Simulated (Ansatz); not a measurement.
# TaCuN2: the cost of one run

Method: DFT LDA+U (U = 2 eV, J = 0.5 eV on Cu d, Ta d), plane waves, PAW, no spin–orbit coupling unless a run says so, in Ansatz 0.2.0.

1 further run of the same task is left out (it didn't finish).

### Step 1. The starting structure

The structure is trigonal, space group R-3m (No. 166). The conventional cell has a = 3.136 Å, b = 3.136 Å, c = 17.438 Å, α = 90.00°, β = 90.00°, γ = 120.00°. Ta (site symmetry -3m) has 6 N at 1.99 Å as nearest neighbours. Around Cu (site symmetry -3m) lie 2 N at 2.08 Å. N (site symmetry 3m) has 3 Ta at 1.99 Å and 1 Cu at 2.08 Å as nearest neighbours.

As a file:

```
Ta Cu N
1.0
     1.56800    0.90529    5.81267
    -1.56800    0.90529    5.81267
     0.00000   -1.81057    5.81267
Ta Cu N
1 1 2
Direct
  0.50000 0.50000 0.50000
  0.00000 0.00000 0.00000
  0.11900 0.11900 0.11900
  0.88100 0.88100 0.88100
```

An earlier series on this cell reached its lowest free state from «ferromagnetic start, free, symmetry kept, no search», perhaps among other starts (it ended without moments).

### Step 2. Antiferromagnetic start, free

Input file input.yaml:

```yaml
crystal:
  lattice:
    - [1.56800068, 0.90528562, 5.81266905]
    - [-1.56800068, 0.90528562, 5.81266905]
    - [0.0, -1.81057123, 5.81266905]
  atoms:
    - { symbol: Ta, position: [0.5, 0.5, 0.5], spin: 1.0 }
    - { symbol: Cu, position: [0.0, 0.0, 0.0], spin: -1.0 }
    - { symbol: "N", position: [0.119, 0.119, 0.119] }
    - { symbol: "N", position: [0.881, 0.881, 0.881] }
basis:
  ecutwfc: 420
  ecutrho_ratio: 4
kpoints:
  mp_grid: { grid: [7, 7, 7] }
hamiltonian:
  xc: lda
  hubbard:
    sites:
      - { site: 0, l: d, u: 2.0, j: 0.5, starting_ns: [{ spin: up, occupation_matrix: s0up }, { spin: down, occupation_matrix: s0down }] }
      - { site: 1, l: d, u: 2.0, j: 0.5, starting_ns: [{ spin: up, occupation_matrix: s1up }, { spin: down, occupation_matrix: s1down }] }
    occupation_matrices:
      s0up:
        matrix:
          - [0.02, 0.0, 0.0, 0.0, 0.0]
          - [0.0, 0.02, 0.0, 0.0, 0.0]
          - [0.0, 0.0, 0.60043, 0.46315, 0.0]
          - [0.0, 0.0, 0.46315, 0.38957, 0.0]
          - [0.0, 0.0, 0.0, 0.0, 0.02]
      s0down:
        matrix:
          - [0.02, 0.0, 0.0, 0.0, 0.0]
          - [0.0, 0.02, 0.0, 0.0, 0.0]
          - [0.0, 0.0, 0.02, 0.0, 0.0]
          - [0.0, 0.0, 0.0, 0.02, 0.0]
          - [0.0, 0.0, 0.0, 0.0, 0.02]
      s1up:
        matrix:
          - [0.02, 0.0, 0.0, 0.0, 0.0]
          - [0.0, 0.97, 0.0, 0.0, 0.0]
          - [0.0, 0.0, 0.97, 0.0, 0.0]
          - [0.0, 0.0, 0.0, 0.97, 0.0]
          - [0.0, 0.0, 0.0, 0.0, 0.97]
      s1down:
        matrix:
          - [0.97, 0.0, 0.0, 0.0, 0.0]
          - [0.0, 0.97, 0.0, 0.0, 0.0]
          - [0.0, 0.0, 0.97, 0.0, 0.0]
          - [0.0, 0.0, 0.0, 0.97, 0.0]
          - [0.0, 0.0, 0.0, 0.0, 0.97]
    ns_hold: { iters: 8 }
scf:
  occupations: { method: gaussian, width: 0.05 }
  lower_state_search: "off"
  max_iter: 150
output:
  forces: true
  stress: true
  eigenvalues: true
  populations: true
  hubbard: { sites: [{ site: 0, l: d }, { site: 1, l: d }] }
  write_density: true
  write_potential: true
  elf: true
  volumetric_format: npy
magnetization:
  spin_polarized: true
```

The typed matrices put 0.97 on the chosen orbitals and 0.02 on the others, and are held for 8 cycles.

On the command line:

```console
$ ansatz run input.yaml --threads 2 --pin off --max-ram 3072MiB --backend cpu --events-out ev --progress --plain --runs-dir out
```

Q: Estimate wall time and peak memory on 2 threads of Arm Neoverse V1, shared host.

About 24 s, with a peak of 0.57 GiB.
